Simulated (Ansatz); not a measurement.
I need energies of removing a hydrogen of C2H8Ga (charge -1), SMILES C[CH2][GaH3-]. Use the Ansatz DFT code, driven from Python. Use (for the species named): PBE0, cc-pVDZ basis, multiplicity 1.

```tsv
atom	x (Å)	y (Å)	z (Å)
C	-1.2224	0.7547	0.0638
C	-0.4510	-0.5274	0.3375
Ga	1.4496	-0.3655	-0.2819
H	-2.2697	0.6412	0.4146
H	-0.7548	1.6054	0.6034
H	-1.2316	0.9706	-1.0256
H	-0.4541	-0.7409	1.4271
H	-0.9298	-1.3741	-0.1978
H	1.4705	-0.0730	-1.8651
H	2.1626	0.8486	0.4991
H	2.2308	-1.7395	0.0249
```

`bde.py`:
```python
'''X-H bond energies and deprotonation of C2H8Ga(-) without relaxation.'''

import ansatz as az

BASIS = 'cc-pVDZ'
XC = 'pbe0'


def total_energy(molecule, charge=0, unpaired=0):
    calc = molecule.calculation().basis(gaussian=BASIS).functional(XC)
    if charge:
        calc = calc.charge(charge)
    if unpaired:
        calc = calc.spin('collinear', total=unpaired)
    report = calc.run(threads=1).report
    if report['published_state_doubts']:
        print('  doubts:', report['published_state_doubts'])
    return report['free_energy_ev']

def without(molecule, index):
    rest = az.Crystal.molecule()
    for i, site in enumerate(molecule.cartesian_sites):
        if i != index:
            rest = rest.atom(site.symbol, site.position_ang)
    return rest


def main() -> None:
    mol = (
        az.Crystal.molecule()
        .atom('C', (-1.2224, 0.7547, 0.0638))
        .atom('C', (-0.451, -0.5274, 0.3375))
        .atom('Ga', (1.4496, -0.3655, -0.2819))
        .atom('H', (-2.2697, 0.6412, 0.4146))
        .atom('H', (-0.7548, 1.6054, 0.6034))
        .atom('H', (-1.2316, 0.9706, -1.0256))
        .atom('H', (-0.4541, -0.7409, 1.4271))
        .atom('H', (-0.9298, -1.3741, -0.1978))
        .atom('H', (1.4705, -0.073, -1.8651))
        .atom('H', (2.1626, 0.8486, 0.4991))
        .atom('H', (2.2308, -1.7395, 0.0249))
    )

    whole = total_energy(mol, -1)
    hydrogen = total_energy(az.Crystal.molecule().atom('H', (0, 0, 0)), 0, 1)
    print(f'E(molecule) = {whole:.5f} eV, E(H) = {hydrogen:.5f} eV')
    for index in [5, 7, 10]:
        radical = total_energy(without(mol, index), -1, 1)
        print(f'H{index}: homolysis {23.060548 * (radical + hydrogen - whole):.1f} kcal/mol')
        anion = total_energy(without(mol, index), -2)
        print(f'H{index}: loss of a proton {23.060548 * (anion - whole):.1f} kcal/mol')


if __name__ == '__main__':
    main()
```

`python bde.py` gives:
```text
E(molecule) = -54572.20484 eV, E(H) = -13.61358 eV
H5: homolysis 108.8 kcal/mol
H5: loss of a proton 538.2 kcal/mol
H7: homolysis 105.8 kcal/mol
H7: loss of a proton 543.3 kcal/mol
H10: homolysis 82.4 kcal/mol
H10: loss of a proton 529.9 kcal/mol
```

Caveats:
- Total energies depend on the basis set; only differences at equal settings carry meaning.
- The geometry is a force-field or estimated start, not a minimum of this method, and the basis set is short of its limit. All parts are taken at fixed geometry, without zero-point energy.
- Anions want diffuse functions, which this basis lacks.
- It ran for 32 s on 1 thread of Arm Neoverse V1 (shared host), peak memory 0.3 GiB.

(Lines on the test bed's own set-up are left out of the output.)
